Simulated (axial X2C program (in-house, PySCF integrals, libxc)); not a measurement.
# A two-component session on RuN: properties at the nuclei

Wanted for RuN: properties at the nuclei, at the two-component level.

Computed with an in-house X2C program for linear molecules on PySCF integrals. Level: two-component X2C with atomic mean-field terms, Ru dyall-cv3z, N dyall-av3z.

All values are calculated.

## 1. Input

task.json reads:

```json
{"zs": [44, 7], "q": 0, "bas": ["dyall-cv3z", "dyall-av3z"], "r0": 1.74, "levels": ["PBE0", "HF", "LDA", "PBE", "TPSSh"], "nst": 3}
```

Keys: zs atomic numbers; q charge; bas basis sets; r0 starting distance in Å; levels methods (HF also brings MP2); nst determinants followed.

On the command line:

```sh
python soeom.py task.json out
```

The runs that follow: Expectation values, lowest determinant; Expectation values, a higher determinant; Expectation values, a higher determinant.

Before running it: what results should come out? Wanted: lowest determinant; Eeff magnitude; Ws magnitude Ru; A∥/gI Ru; qzz Ru; higher determinant (for each run or level that gives them).

The runs gave:

```
                                        quantity                                                      value
                              lowest determinant                    Ω = 1/2 (excess of +ω over −ω: ω = 1/2)
                    Eeff magnitude (GV/cm), PBE0                                                      0.494
                     Ws magnitude Ru (kHz), PBE0                                                      0.502
                            A∥/gI Ru (MHz), PBE0                                                       5970
                             qzz Ru (a.u.), PBE0                                                       6.16
                              higher determinant                    Ω = 5/2 (excess of +ω over −ω: ω = 5/2)
Eeff magnitude (GV/cm), PBE0, higher determinant                                                       0.98
 Ws magnitude Ru (kHz), PBE0, higher determinant                                                      0.323
        A∥/gI Ru (MHz), PBE0, higher determinant                                                       1380
         qzz Ru (a.u.), PBE0, higher determinant                                                       2.31
                              higher determinant  Ω = 9/2 (excess of +ω over −ω: ω = 1/2, ω = 3/2, ω = 5/2)
Eeff magnitude (GV/cm), PBE0, higher determinant                                                      0.361
 Ws magnitude Ru (kHz), PBE0, higher determinant                                                     0.0226
        A∥/gI Ru (MHz), PBE0, higher determinant                                                        962
         qzz Ru (a.u.), PBE0, higher determinant                                                       2.28
```

What this shows: In the first state, the effective field runs from 0.321 to 3.97 GV/cm over the mean-field levels, so the levels don't agree on it. The expectation values come from single determinants, which for open shells can mix terms of unlike spin or miss the lowest Ω, so a determinant need not be a state. Eeff is the effective electric field on the electron dipole moment in this Ω state and Ws the scalar–pseudoscalar constant (defined with the proton number Z and per Ω); A∥ is the parallel hyperfine constant, which follows by multiplying with the nuclear g factor gI = μI/(I μN); qzz is the electric field gradient, eQq0 = 234.96 MHz × Q/barn × qzz; μ is positive if N is the positive end. The operators were transformed with the bare-nucleus X2C matrices.
